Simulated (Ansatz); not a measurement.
**CoSn (P6/mmm): how the settings move a single-point run**

How sensitive is a single-point run of CoSn (P6/mmm) to its settings? A reference run comes first, then two runs with altered input.

Method: reference: DFT PBE, spin-orbit coupling, plane waves, PAW, unless a step's input says otherwise, in Ansatz 0.2.0.

2 further runs of the same task are left out: 2 that didn't finish. Runs told in other sessions of the task aren't counted.

## (1) The starting structure

Symmetry: P6/mmm, No. 191, hexagonal system. Conventional cell: a = 5.295 Å, b = 5.295 Å, c = 4.232 Å, α = 90.00°, β = 90.00°, γ = 120.00°. Co (site symmetry mmm) is surrounded by 6 Sn at 2.61 to 2.65 Å and 4 Co at 2.65 Å. Around Sn (site symmetry -6m2) lie 6 Co at 2.61 Å. Sn (site symmetry 6/mmm) is surrounded by 6 Co at 2.65 Å.

Coordinates:

```
CELL_PARAMETERS angstrom
5.29455 0.00000 0.00000
-2.64727 4.58521 0.00000
0.00000 0.00000 4.23187
ATOMIC_POSITIONS crystal
Co 0.00000 0.50000 0.00000
Co 0.50000 0.50000 0.00000
Co 0.50000 0.00000 0.00000
Sn 0.66667 0.33333 0.50000
Sn 0.33333 0.66667 0.50000
Sn 0.00000 0.00000 0.00000
```

## (2) Reference

Input file input.yaml:

```yaml
crystal:
  lattice:
    - [5.2945481099, 0.0, 0.0]
    - [-2.647274055, 4.5852131648, 0.0]
    - [0.0, 0.0, 4.2318650051]
  atoms:
    - { symbol: Co, position: [0.0, 0.5, 0.0], spin: 0.05, spin_axis: [0.0, 0.0, 1.0] }
    - { symbol: Co, position: [0.5, 0.5, 0.0], spin: 0.05, spin_axis: [0.0, 0.0, 1.0] }
    - { symbol: Co, position: [0.5, 0.0, 0.0], spin: 0.05, spin_axis: [0.0, 0.0, 1.0] }
    - { symbol: Sn, position: [0.6666666667, 0.3333333333, 0.5] }
    - { symbol: Sn, position: [0.3333333333, 0.6666666667, 0.5] }
    - { symbol: Sn, position: [0.0, 0.0, 0.0] }
basis:
  ecutwfc: 420
  ecutrho_ratio: 4
kpoints:
  mp_grid: { grid: [6, 6, 8] }
  band_path:
    path:
      - [[0.0, 0.0, 0.0], [0.5, 0.0, 0.0], [0.33333333, 0.33333333, 0.0], [0.0, 0.0, 0.0], [0.0, 0.0, 0.5], [0.5, 0.0, 0.5], [0.33333333, 0.33333333, 0.5], [0.0, 0.0, 0.5]]
      - [[0.5, 0.0, 0.5], [0.5, 0.0, 0.0]]
      - [[0.33333333, 0.33333333, 0.5], [0.33333333, 0.33333333, 0.0]]
    npoints: 10
hamiltonian:
  xc: pbe
scf:
  occupations: { method: gaussian, width: 0.05 }
  lower_state_search: "off"
  n_extra_bands: 61
output:
  forces: true
  stress: true
  eigenvalues: true
  populations: true
  dos: { projected: true, de: 0.02, nscf_kmesh: { grid: [9, 9, 12] } }
  bader: false
  write_density: true
  write_potential: true
  elf: true
  volumetric_format: npy
magnetization:
  noncollinear: true
  spin_orbit: true
checkpoint:
  read: start.run
  write: ck
  compress: false
  write_wavefunctions: false
  write_every: 100000
```

On the command line:

```sh
> ansatz run input.yaml --threads 4 --pin off --max-ram 7168MiB --backend cpu --events-out ev --progress --plain --runs-dir out
```

## (3) Changing settings: xc lda, lower_state_search left out

Input file input.yaml:

```yaml
crystal:
  lattice:
    - [5.294548109939, 2.886745910728e-11, 0.0]
    - [-2.647274054995, 4.585213164752, 0.0]
    - [0.0, 0.0, 4.2318650051]
  atoms:
    - { symbol: Co, position: [0.0, 0.5, 0.0], spin: 1.5, spin_axis: [0.0, 0.0, 1.0] }
    - { symbol: Co, position: [0.5, 0.5, 0.0], spin: 1.5, spin_axis: [0.0, 0.0, 1.0] }
    - { symbol: Co, position: [0.5, 0.0, 0.0], spin: 1.5, spin_axis: [0.0, 0.0, 1.0] }
    - { symbol: Sn, position: [0.6666666666667, 0.3333333333333, 0.5] }
    - { symbol: Sn, position: [0.3333333333333, 0.6666666666667, 0.5] }
    - { symbol: Sn, position: [0.0, 0.0, 0.0] }
basis:
  ecutwfc: 420
  ecutrho_ratio: 4
kpoints:
  mp_grid: { grid: [6, 6, 8] }
hamiltonian:
  xc: lda
scf:
  occupations: { method: gaussian, width: 0.05 }
output:
  forces: true
  stress: true
magnetization:
  noncollinear: true
  spin_orbit: true
```

## (4) Variant: occupations.method cold, lower_state_search left out

Input file input.yaml:

```yaml
crystal:
  lattice:
    - [5.294548109939, 2.886745910728e-11, 0.0]
    - [-2.647274054995, 4.585213164752, 0.0]
    - [0.0, 0.0, 4.2318650051]
  atoms:
    - { symbol: Co, position: [0.0, 0.5, 0.0], spin: 1.5, spin_axis: [0.0, 0.0, 1.0] }
    - { symbol: Co, position: [0.5, 0.5, 0.0], spin: 1.5, spin_axis: [0.0, 0.0, 1.0] }
    - { symbol: Co, position: [0.5, 0.0, 0.0], spin: 1.5, spin_axis: [0.0, 0.0, 1.0] }
    - { symbol: Sn, position: [0.6666666666667, 0.3333333333333, 0.5] }
    - { symbol: Sn, position: [0.3333333333333, 0.6666666666667, 0.5] }
    - { symbol: Sn, position: [0.0, 0.0, 0.0] }
basis:
  ecutwfc: 420
  ecutrho_ratio: 4
kpoints:
  mp_grid: { grid: [6, 6, 8] }
hamiltonian:
  xc: pbe
scf:
  occupations: { method: cold, width: 0.05 }
output:
  forces: true
  stress: true
magnetization:
  noncollinear: true
  spin_orbit: true
```

**Question.** What will these runs give? Wanted: for each run, ending; energy change; pressure; gap; force.

The runs gave:

| run | ending | energy change | pressure (GPa) | gap (eV) | force (eV/Å) | cycles | time |
| --- | --- | --- | --- | --- | --- | --- | --- |
| reference | converged | 0 | 0.0 | 0.00 | 0.00 | - | 6.2 min |
| 1: xc lda, lower_state_search left out | converged | not comparable | -9.6 | 0.00 | 0.00 | 21 | 87 s |
| 2: occupations.method cold, lower_state_search left out | converged | 0.0 meV/atom (σ→0) | 0.0 | 0.00 | 0.00 | 22 | 94 s |

Times don't compare one to one where runs were asked for different outputs or read a saved state (see the inputs); cycles may leave out searches for a lower state.

Residual by cycle in the longest SCF loop of each run; runs are numbered as in the table. The quantity is the density residual dr2, in eV.

| cycle | reference | run 1 | run 2 |
| --- | --- | --- | --- |
| 1 | 1.0e-10 | 43 | 46.3 |
| 3 | - | 4.9 | 4.71 |
| 5 | - | 0.19 | 0.2 |
| 7 | - | 0.139 | 0.155 |
| 9 | - | 0.0339 | 0.0405 |
| 11 | - | 0.00593 | 0.0128 |
| 12 | - | 2.8e-4 | 7.1e-4 |
| 14 | - | 0.00412 | 0.00899 |
| 16 | - | 7.8e-5 | 4.4e-5 |
| 18 | - | 1.8e-7 | 8.4e-8 |
| 20 | - | 3.1e-8 | 7.2e-9 |
| 22 | - | - | 3.3e-10 |

What this shows: «occupations.method cold, lower_state_search left out» leaves the energy as it was. The pressure spans -9.6 to 0.0 GPa over the reference and the converged variants.
